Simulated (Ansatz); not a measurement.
**Alloy of ZnGa2O4 and ZnAl2O4 (6 of 32 Ga sites exchanged), 112 atoms**

Wanted: the relaxed alloy cell and its gap (PBEsol and HSE06).

Program: Ansatz 0.2.0, PAW, plane waves. These are calculated values, not measurements.

### Step 1. The system as built

112 atoms (16 Zn, 26 Ga, 64 O, 6 Al); a = 11.728 Å, b = 11.728 Å, c = 11.728 Å, α = 60.00°, β = 60.00°, γ = 60.00°. All atoms were shaken off their sites by about 0.02 Å along each axis.

The runs, in order: (2) PBEsol cell relaxation at the single k point (½, ½, ½), on 1 × NVIDIA H100 80GB HBM3 with 4 threads of AMD EPYC 7R13; (3) HSE06 single point at the Γ point alone, on 1 × NVIDIA H100 80GB HBM3 with 4 threads of AMD EPYC 7R13.

### Step 2. PBEsol relaxation of the cell and the positions

File in.yaml:

```yaml
crystal:
  lattice:
    - [0.000000, 8.292666, 8.292666]
    - [8.292666, 0.000000, 8.292666]
    - [8.292666, 8.292666, 0.000000]
  atoms:
    - { symbol: Zn, position: [0.932731, 0.440999, 0.437434] }
    - { symbol: Zn, position: [0.441034, 0.935065, 0.936728] }
    - { symbol: Zn, position: [0.435646, 0.940270, 0.436654] }
    - { symbol: Zn, position: [0.935401, 0.439626, 0.938590] }
    - { symbol: Zn, position: [0.440292, 0.433416, 0.940020] }
    - { symbol: Zn, position: [0.936235, 0.937145, 0.439406] }
    - { symbol: Zn, position: [0.063784, 0.060736, 0.062040] }
    - { symbol: Zn, position: [0.561061, 0.563119, 0.562147] }
    - { symbol: Zn, position: [0.436544, 0.436558, 0.435153] }
    - { symbol: Zn, position: [0.934235, 0.943258, 0.940961] }
    - { symbol: Zn, position: [0.059862, 0.066372, 0.561979] }
    - { symbol: Zn, position: [0.564005, 0.559354, 0.063967] }
    - { symbol: Zn, position: [0.060526, 0.563466, 0.062118] }
    - { symbol: Zn, position: [0.561549, 0.058827, 0.562178] }
    - { symbol: Zn, position: [0.561629, 0.064546, 0.065799] }
    - { symbol: Zn, position: [0.066640, 0.557276, 0.563707] }
    - { symbol: Ga, position: [0.752228, 0.246583, 0.254963] }
    - { symbol: Ga, position: [0.249366, 0.746335, 0.752480] }
    - { symbol: Ga, position: [0.255299, 0.748543, 0.001366] }
    - { symbol: Ga, position: [0.751939, 0.247196, 0.502722] }
    - { symbol: Ga, position: [0.247291, 0.004710, 0.747988] }
    - { symbol: Ga, position: [0.749817, 0.501904, 0.247891] }
    - { symbol: Ga, position: [0.250801, 0.752072, 0.244702] }
    - { symbol: Ga, position: [0.746757, 0.249019, 0.753218] }
    - { symbol: Ga, position: [0.751751, 0.252379, 0.001078] }
    - { symbol: Ga, position: [0.251376, 0.750902, 0.497851] }
    - { symbol: Ga, position: [0.748876, 0.750740, 0.248625] }
    - { symbol: Ga, position: [0.252046, 0.246921, 0.247980] }
    - { symbol: Ga, position: [0.749653, 0.752991, 0.748030] }
    - { symbol: Ga, position: [0.247216, 0.250186, 0.998500] }
    - { symbol: Ga, position: [0.747668, 0.752779, 0.498647] }
    - { symbol: Ga, position: [0.749868, 0.499432, 0.748662] }
    - { symbol: Ga, position: [0.997740, 0.251214, 0.252510] }
    - { symbol: Ga, position: [0.501324, 0.748450, 0.751099] }
    - { symbol: Ga, position: [0.245126, 0.249045, 0.500102] }
    - { symbol: Ga, position: [0.749055, 0.000395, 0.250488] }
    - { symbol: Ga, position: [0.252354, 0.497225, 0.752844] }
    - { symbol: Ga, position: [0.000051, 0.249942, 0.749014] }
    - { symbol: Ga, position: [0.499232, 0.751775, 0.248578] }
    - { symbol: Ga, position: [0.000912, 0.750437, 0.249369] }
    - { symbol: Ga, position: [0.500281, 0.250826, 0.250100] }
    - { symbol: Ga, position: [0.997448, 0.751958, 0.756207] }
    - { symbol: O, position: [0.868928, 0.369480, 0.141149] }
    - { symbol: O, position: [0.371923, 0.870465, 0.639225] }
    - { symbol: O, position: [0.871003, 0.365766, 0.369229] }
    - { symbol: O, position: [0.371180, 0.868058, 0.868664] }
    - { symbol: O, position: [0.867304, 0.142246, 0.371203] }
    - { symbol: O, position: [0.365948, 0.645536, 0.869184] }
    - { symbol: O, position: [0.645493, 0.368325, 0.370662] }
    - { symbol: O, position: [0.139611, 0.869831, 0.867449] }
    - { symbol: O, position: [0.369296, 0.868693, 0.139337] }
    - { symbol: O, position: [0.869380, 0.371927, 0.640828] }
    - { symbol: O, position: [0.371477, 0.868643, 0.367544] }
    - { symbol: O, position: [0.869161, 0.368069, 0.868715] }
    - { symbol: O, position: [0.367491, 0.644669, 0.370635] }
    - { symbol: O, position: [0.869280, 0.141542, 0.872024] }
    - { symbol: O, position: [0.142721, 0.869741, 0.369337] }
    - { symbol: O, position: [0.641854, 0.373673, 0.868174] }
    - { symbol: O, position: [0.368433, 0.369535, 0.642795] }
    - { symbol: O, position: [0.870008, 0.867644, 0.144271] }
    - { symbol: O, position: [0.366738, 0.370515, 0.868490] }
    - { symbol: O, position: [0.867771, 0.869258, 0.369325] }
    - { symbol: O, position: [0.371916, 0.143070, 0.867558] }
    - { symbol: O, position: [0.869053, 0.642504, 0.371506] }
    - { symbol: O, position: [0.146209, 0.367066, 0.866773] }
    - { symbol: O, position: [0.644052, 0.867982, 0.370136] }
    - { symbol: O, position: [0.132325, 0.129389, 0.133545] }
    - { symbol: O, position: [0.626666, 0.630991, 0.632454] }
    - { symbol: O, position: [0.134218, 0.132029, 0.352094] }
    - { symbol: O, position: [0.630817, 0.629058, 0.859561] }
    - { symbol: O, position: [0.133620, 0.358852, 0.130821] }
    - { symbol: O, position: [0.629515, 0.858384, 0.630537] }
    - { symbol: O, position: [0.354248, 0.132348, 0.130395] }
    - { symbol: O, position: [0.852970, 0.629982, 0.635103] }
    - { symbol: O, position: [0.367161, 0.369666, 0.139732] }
    - { symbol: O, position: [0.869728, 0.869504, 0.640374] }
    - { symbol: O, position: [0.370356, 0.368180, 0.367549] }
    - { symbol: O, position: [0.870931, 0.871251, 0.867948] }
    - { symbol: O, position: [0.369179, 0.146241, 0.367398] }
    - { symbol: O, position: [0.867776, 0.642653, 0.870894] }
    - { symbol: O, position: [0.143004, 0.369482, 0.370728] }
    - { symbol: O, position: [0.643492, 0.869831, 0.869173] }
    - { symbol: O, position: [0.129201, 0.130307, 0.633938] }
    - { symbol: O, position: [0.625637, 0.633074, 0.133166] }
    - { symbol: O, position: [0.130813, 0.129881, 0.856807] }
    - { symbol: O, position: [0.631770, 0.631869, 0.357646] }
    - { symbol: O, position: [0.126829, 0.353115, 0.637084] }
    - { symbol: O, position: [0.631310, 0.854411, 0.135135] }
    - { symbol: O, position: [0.357129, 0.131296, 0.632484] }
    - { symbol: O, position: [0.860351, 0.631700, 0.130709] }
    - { symbol: O, position: [0.132307, 0.631082, 0.132307] }
    - { symbol: O, position: [0.631186, 0.128918, 0.629345] }
    - { symbol: O, position: [0.129462, 0.632046, 0.354991] }
    - { symbol: O, position: [0.631232, 0.129931, 0.858373] }
    - { symbol: O, position: [0.128187, 0.856583, 0.130879] }
    - { symbol: O, position: [0.632262, 0.354718, 0.632075] }
    - { symbol: O, position: [0.357061, 0.630884, 0.131464] }
    - { symbol: O, position: [0.855838, 0.130485, 0.633458] }
    - { symbol: O, position: [0.631273, 0.132574, 0.130072] }
    - { symbol: O, position: [0.131064, 0.628261, 0.631033] }
    - { symbol: O, position: [0.629151, 0.130329, 0.356003] }
    - { symbol: O, position: [0.131692, 0.631324, 0.857003] }
    - { symbol: O, position: [0.629371, 0.360290, 0.131127] }
    - { symbol: O, position: [0.133743, 0.855656, 0.626325] }
    - { symbol: O, position: [0.856275, 0.129851, 0.131203] }
    - { symbol: O, position: [0.357742, 0.630986, 0.630255] }
    - { symbol: Al, position: [0.252088, 0.251438, 0.746784] }
    - { symbol: Al, position: [0.247556, 0.998746, 0.255169] }
    - { symbol: Al, position: [0.752526, 0.746252, 0.001298] }
    - { symbol: Al, position: [0.251421, 0.496117, 0.252821] }
    - { symbol: Al, position: [0.750846, 0.000139, 0.751384] }
    - { symbol: Al, position: [0.497445, 0.248463, 0.751223] }
kpoints:
  mp_grid: { grid: [1, 1, 1], shift: [0.5, 0.5, 0.5] }
hamiltonian:
  xc: pbesol
scf:
  occupations: { method: fermi_dirac, width: 0.01 }
relax:
  f_tol: 0.03
  max_steps: 80
  escape_saddle: false
  adjacent_minimum: "off"
  cell: { fix: [shape] }
output:
  forces: true
  eigenvalues: true
  populations: true
  write_density: true
  write_potential: true
  elf: true
  volumetric_format: npy
```

Started as:

```bash
$ ansatz run in.yaml --threads 4 --pin off --max-ram 38950MiB --runs-dir r --events-out ev --progress --plain --backend cuda --devices 0, --max-vram 37GiB
```

The log of the run:

```text
Pseudopotentials: kind: paw
Functional definition: PBEsol
  exchange = pbesol_x
  correlation = pbesol_c
Crystal: 112 atoms, lattice volume = 1140.545 Å³
Basis set: ecut = 420 eV, 22227 PW (Γ), exchange–correlation on 160×160×160 points (8 copies of the dense FFT grid, shifted against one another)
Bands: 578, of which v1, the nominal top of the filled ones, is band 466 counted from 1 (465 counted from 0)
Symmetry: 1 space group operations
Space group: P1 (ITA 1), of the structure as read, at distance tolerance 1.0e-4 Å
k-points: 1
Non-local potential: Zn, projectors of the file, l = 0: 2, l = 1: 2, l = 2: 3, l = 3: 1
Non-local potential: Ga, projectors of the file, l = 0: 2, l = 1: 2, l = 2: 3, l = 3: 1
Non-local potential: O, projectors of the file, l = 0: 2, l = 1: 2, l = 2: 1
Non-local potential: Al, projectors of the file, l = 0: 2, l = 1: 2, l = 2: 1
PAW form: soft (Blöchl's): semilocal exchange-correlation on the pseudo side does not see the compensation charge
PAW frozen core: Zn, regenerated for the run's functional, and the local potential with it (the file was generated under x = pbe(κ = 0.804, μ = 0.2195149727645171), c = pbe(β = 0.06672455060314922))
PAW frozen core: Ga, regenerated for the run's functional, and the local potential with it (the file was generated under x = pbe(κ = 0.804, μ = 0.2195149727645171), c = pbe(β = 0.06672455060314922))
PAW frozen core: O, regenerated for the run's functional, and the local potential with it (the file was generated under x = pbe(κ = 0.804, μ = 0.2195149727645171), c = pbe(β = 0.06672455060314922))
PAW frozen core: Al, regenerated for the run's functional, and the local potential with it (the file was generated under x = pbe(κ = 0.804, μ = 0.2195149727645171), c = pbe(β = 0.06672455060314922))
PAW one-centre angular grid: Zn, 590 points (default); XC on 64 Gauss nodes
PAW one-centre angular grid: Ga, 590 points (default); XC on 64 Gauss nodes
PAW one-centre angular grid: O, 110 points (default); XC on 64 Gauss nodes
PAW one-centre angular grid: Al, 110 points (default); XC on 64 Gauss nodes
Initial density: superposition of atomic densities (neutral atoms: chi_scale 0, normalization atom), corrected by the library's trained network
Initial wavefunctions: pseudopotential atomic-orbital guess
Functional: x = pbesol(κ = 0.804, μ = 0.12345679012345678), c = pbesol(β = 0.046)
SCF iter   1: F=—  HF=-188919.357890 eV  |F-HF|=—  |Δ(HF+E_count)|=         —  Δρ=1.70e-2  dr2=2.52e0  ethr=1.77e-3  ⟨swp⟩=6.0  Hψ=2253  notcnv=0  defer=15
preconditioner: auto → Resta (q_TF=auto, 2.638 Å⁻¹)  ε∞=5.2  [insulator: Δε(μ)=3.740 eV  Ē_g=16.405 eV  σ=0.010 eV  W_gap=1.00  n_scr=338 (ndim 8)  ℏωp=33.6 eV  f_vac=0.016  D(μ)=0.00/eV (n_scr^D=0)  ε∞_Penn≈5.2]
SCF iter   2: F=—  HF=-188918.631121 eV  |F-HF|=—  |Δ(HF+E_count)|=   7.27e-1  Δρ=2.26e-3  dr2=3.17e-2  ethr=2.70e-4  ⟨swp⟩=2.0  Hψ=923  notcnv=0  defer=104
[... 6 lines of SCF cycles left out ...]
SCF iter   9: F=—  HF=-188918.632426 eV  |F-HF|=—  |Δ(HF+E_count)|=   2.27e-7  Δρ=5.29e-6  dr2=2.42e-7  ethr=1.07e-11  ⟨swp⟩=18.0  Hψ=6940  notcnv=0
SCF iter  10: F=-188918.632426 eV  HF=-188918.632426 eV  |F-HF|=8.27e-9  |Δ(HF+E_count)|=   4.03e-8  Δρ=1.25e-6  dr2=1.51e-8  ethr=1.07e-11  ⟨swp⟩=6.0  Hψ=3414  notcnv=0
SCF 1 converged in 10 iterations: F = -188918.632426 eV  dr2 = 1.51e-8
relax step   1: F+E_penalty+E_count = -188918.63242605 eV  Δ(F+E_penalty+E_count) = +0.000e0 eV  max|allowed force component| = 1.331e0 eV/Å  Δτ_max = 0.0000 Å  P = +0.954 GPa  Ω = 1140.545 Å³  fix = [alpha, beta, gamma, b/a, c/a]  reactions: b/a -0.081, c/a +0.167 GPa; alpha +0.117, beta +0.407, gamma +0.217 GPa/rad  (10 SCF iters, dr2 threshold 1.00e-7 eV, accepted)
[... 13 lines left out ...]
relax step   2: F+E_penalty+E_count = -188919.97407292 eV  Δ(F+E_penalty+E_count) = -1.342e0 eV  max|allowed force component| = 7.612e-1 eV/Å  Δτ_max = 0.0549 Å  P = +0.157 GPa  Ω = 1142.093 Å³  energy of the carried Pulay correction = -8.282e-3 eV  fix = [alpha, beta, gamma, b/a, c/a]  reactions: b/a -0.161, c/a +0.196 GPa; alpha +0.089, beta +0.376, gamma +0.127 GPa/rad  (7 SCF iters, dr2 thresh [...]
[... 3 lines left out ...]
relax step   3: F+E_penalty+E_count = -188920.63192545 eV  Δ(F+E_penalty+E_count) = -6.579e-1 eV  max|allowed force component| = 7.072e-2 eV/Å  Δτ_max = 0.0686 Å  P = -0.101 GPa  Ω = 1141.554 Å³  energy of the carried Pulay correction = -5.396e-3 eV  fix = [alpha, beta, gamma, b/a, c/a]  reactions: b/a -0.305, c/a +0.161 GPa; alpha +0.041, beta +0.347, gamma +0.043 GPa/rad  (7 SCF iters, dr2 thres [...]
[... 11 lines left out ...]
relax step   4: F+E_penalty+E_count = -188920.63975157 eV  Δ(F+E_penalty+E_count) = -7.826e-3 eV  max|allowed force component| = 1.074e-2 eV/Å  Δτ_max = 0.0094 Å  P = -0.013 GPa  Ω = 1141.012 Å³  energy of the carried Pulay correction = -2.498e-3 eV  fix = [alpha, beta, gamma, b/a, c/a]  reactions: b/a -0.296, c/a +0.167 GPa; alpha +0.042, beta +0.329, gamma +0.044 GPa/rad  (7 SCF iters, dr2 thres [...]
[... 9 lines left out ...]
relax step   5: F+E_penalty+E_count = -188920.63975164 eV  Δ(F+E_penalty+E_count) = -7.180e-8 eV  max|allowed force component| = 1.075e-2 eV/Å  Δτ_max = 0.0000 Å  P = -0.003 GPa  Ω = 1141.012 Å³  fix = [alpha, beta, gamma, b/a, c/a]  reactions: b/a -0.296, c/a +0.167 GPa; alpha +0.036, beta +0.322, gamma +0.037 GPa/rad  stress off target by 2.59e-3 GPa on what of the cell is left free  SCF on the [...]
SCF converged after 5 iterations
Free energy (F): -188920.639752 eV
Harris-Foulkes:  -188920.639752 eV  (|F-HF|=1.16e-10)
Internal energy: -188920.639752 eV  (E = F + TS)
E sigma→0 (E₀):  -188920.639752 eV
Fermi energy:    9.868107 eV
--- Per-component energies (eV) ---
  E_band       = 413.731925
  E_kinetic    = 16531.798884
  E_local      = -95390.090190  (includes V_loc(G=0)·N_el)
  E_nonlocal   = 24385.983809
  E_hartree    = 41636.935294
  E_xc         = -8818.911502
  E_vxc        = -8482.533162  (∫ρ·V_xc dr)
  E_paw        = -92159.346452  (= ΣΔE_a)
  E_vpaw       = -19905.449737  (= ΣTr[D̂ρ^β])
  E_aug_tail   = 0.151515  (compensation charges beyond the density's cutoff)
  E_ewald      = -75144.729472
  E_core_change = 37.568362  (= ΣΔE_core)
  E_smearing   = -0.000000  (= −TS)
  E_closure    = 0.000000  (closes the sum)
  Σ components = -188920.639752   (vs F -188920.639752, Δ=0.00e0)
--- Forces (eV/Å), atoms counted from 1 ---
  atom   1  Zn    -0.00440065    -0.00216066    -0.00253853
  atom   2  Zn    -0.00021330     0.00459875    -0.00043904
  atom   3  Zn     0.00013483     0.01074740     0.00074642
[... 4 atoms left out ...]
  atom   8  Zn     0.00119264    -0.00796112     0.00383614
[... 1 atom left out ...]
  atom  10  Zn     0.00017012     0.00543134     0.00883064
[... 1 atom left out ...]
  atom  12  Zn    -0.00480042    -0.00887509    -0.00240575
[... 7 atoms left out ...]
  atom  20  Ga     0.00760657    -0.00486483    -0.00595146
[... 7 atoms left out ...]
  atom  28  Ga     0.00102757     0.00232158     0.00933134
[... 78 atoms left out ...]
  atom 107  Al    -0.00626080    -0.00621276    -0.00457217
  atom 108  Al    -0.01001028     0.00139464     0.00190909
[... 4 atoms left out ...]
  max |Σ_I F_I| component: 2.18e-6 eV/Å
--- Stress (GPa, compression-positive) ---
        0.016024      -0.041140      -0.355086
       -0.041140      -0.019361      -0.059920
       -0.355086      -0.059920      -0.004423
  P = ⅓ Tr σ = -0.0026 GPa (-0.026 kbar)
--- Band table (eV) ---
  k-point 0: bands = [... 454 lower levels ..., "7.7319", "7.7387", "7.7865", "7.8348", "7.8406", "7.8566", "7.8954", "7.8975", "7.9077", "7.9188", "7.9259", "7.9357", "11.7954", "11.9021", "13.4420", "13.5261", "13.5373", "13.5517", "13.6313", "13.6654", "14.3989", "14.4454", "14.4728", "14.4879", ... 100 higher levels ...]
--- Relaxed structure (4 steps of the walk, 4 accepted, 1 SCFs on fresh bases) ---
  F+E_penalty+E_count = -188920.63975164 eV   max|allowed force component| = 1.075e-2 eV/Å   (the final SCF, on the basis selected at the relaxed cell)
  cell:  # Å, volume = 1141.0119 Å³
    - [-1.0410926344926473e-19, 8.293796930118281, 8.293796930118281]
    - [8.293796930118281, -1.3422606584237154e-20, 8.293796930118281]
    - [8.293796930118281, 8.293796930118281, -2.7259635604667185e-20]
  atoms:
    - { symbol: Zn, position: [0.9389363093206875, 0.43688615138789083, 0.43720852272413] }
    - { symbol: Zn, position: [0.4386184329813956, 0.9388865218952069, 0.9372548988310926] }
[... 110 atoms left out; the next input holds them all, rounded ...]
--- Löwdin populations: 112 sites ---
  site symbol       q [e]
     0     Zn     10.5023
     1     Zn     10.5007
[... 110 atoms left out ...]
  spilling = 0.005187 (of n_electrons = 932.000000)
```

Run time: 13 s. Hardware: 1 × NVIDIA H100 80GB HBM3 with 4 threads of AMD EPYC 7R13, shared host; peak host memory 1.6 GiB.

Step by step (solves on a freshly chosen basis count as rows, and their energies jump a little):

| accepted step | energy change (eV) | largest force component (eV/Å) | SCF cycles | pressure (GPa) |
| --- | --- | --- | --- | --- |
| 1 | 0.000 | 1.331 | 10 | 0.95 |
| 2 | -1.342 | 0.761 | 7 | 0.16 |
| 3 | -1.999 | 0.071 | 7 | -0.10 |
| 4 | -2.007 | 0.011 | 7 | -0.01 |
| 5 | -2.007 | 0.011 | 5 | 0.00 |

Largest shifts, less the median shift:

| atom | shift (Å) | dx | dy | dz |
| --- | --- | --- | --- | --- |
| O87 | 0.105 | 0.013 | 0.042 | 0.096 |
| O78 | 0.104 | 0.038 | -0.058 | -0.077 |
| Zn10 | 0.103 | -0.089 | -0.026 | -0.045 |
| O88 | 0.098 | -0.057 | -0.068 | 0.043 |
| O84 | 0.098 | -0.046 | -0.014 | 0.085 |
| O90 | 0.093 | -0.026 | -0.089 | -0.007 |
| O92 | 0.093 | 0.070 | 0.052 | -0.031 |
| O76 | 0.092 | 0.091 | -0.009 | 0.001 |

|  | before | after | change |
| --- | --- | --- | --- |
| a (Å) | 11.728 | 11.729 | +0.01 % |
| b (Å) | 11.728 | 11.729 | +0.01 % |
| c (Å) | 11.728 | 11.729 | +0.01 % |
| volume (Å³/atom) | 10.183 | 10.188 | +0.04 % |

Bond lengths by pair after relaxation (within a distance cut, which drops stretched bonds):

| pair | count | mean (Å) | spread (Å) | least | most |
| --- | --- | --- | --- | --- | --- |
| Al–O | 36 | 1.929 | 0.005 | 1.920 | 1.939 |
| Ga–O | 156 | 1.993 | 0.006 | 1.980 | 2.006 |
| O–Zn | 64 | 1.966 | 0.003 | 1.960 | 1.972 |

Spacing of the frontier levels at the single k point (½, ½, ½): 3.86 eV (7.936 to 11.795 eV).

Density in a lattice plane of the grid's cell (edges 11.73 and 11.73 Å, at 0.247 of the third edge), which holds Ga and Al.

Ten even steps from '0' (0.03 e/Å³) to '9' (49.95 e/Å³):
```
000000000000000000000000
000000000000000000000000
000000000000000000000000
000000000000000000000000
910000000000000001910000
000000000000000000000000
000000000000000000000000
000000000000000000000000
000000000000000000000000
000000910000000001910000
000000000000000000000000
000000000000000000000000
000000000000000000000000
000000000000000000000000
910001910001910001910001
000000000000000000000000
000000000000000000000000
000000000000000000000000
000000000000000000000000
000001910000000001910000
```
Columns run along the first of these edges and rows up along the second, over one cell in 24 and 20 even steps from the bottom left corner. Atoms in the plane (fractional): Ga at (0.75, 0.25), Ga at (0.75, 0.50), Ga at (0.75, 0.75), Ga at (0.75, 0.00), Ga at (0.25, 0.25), Ga at (0.25, 1.00), Ga at (0.00, 0.25), Ga at (0.25, 0.50), Ga at (0.00, 0.75), Ga at (0.50, 0.25), Al at (0.25, 0.75), Al at (0.50, 0.75).

ELF in the same plane.

Ten even steps from ' ' (0.01) to '@' (0.38):
```
      ::++==::..======        ::==--::::====::  
  ......##++::==--==%%==  ..  ..**==::==----++--
::==%%==--**--**@@++==**::==**------::++%%==----
..==**%%**    **@@%%++    ++##++==..::==****==..
@@..--::--      ------      --::--..@@..--::--..
::::==++**++    --##%%++    ==##++--::::====++--
::==----**++--##++--##++::**====##==::----::++--
  ==%%++----::**@@--  ..  --##==----::++**..    
    ==++==....==**==        ::====..::====::    
      ..--..@@..--..          ..--..@@..--..    
      ..----::::==--::        ::==--::::====--  
  ..  ..==--::==----==::  ......++==::==----**--
::--++------::**@@++----::==##------::++%%==----
::==++++==..::==****==..::==**++==..::==****==..
@@..--::--..@@..--::--..@@..--::--..@@..--::--..
::::==++++--::::======--::::====++--::::====++--
::------**==::----::--::::==----**==::==--::++--
  ::**==----::==**::      ==%%==----::++##::    
    ::====::::====::      ..==++==..::==++--    
      ..--..@@..--..          ..--..@@..--..    
```
Columns run along the first of these edges and rows up along the second, over one cell in 24 and 20 even steps from the bottom left corner. Atoms in the plane (fractional): Ga at (0.75, 0.25), Ga at (0.75, 0.50), Ga at (0.75, 0.75), Ga at (0.75, 0.00), Ga at (0.25, 0.25), Ga at (0.25, 1.00), Ga at (0.00, 0.25), Ga at (0.25, 0.50), Ga at (0.00, 0.75), Ga at (0.50, 0.25), Al at (0.25, 0.75), Al at (0.50, 0.75).

Both are smooth fields of the valence electrons: close to the nuclei they are not physical.

Outside the cores ELF peaks at 0.87 on the O–Al line, 0.7 Å from O; 0.84 in the shell around O, 0.6 Å from O; 0.83 on the O–Ga line, 0.6 Å from O.

[end of part 1 of 2]
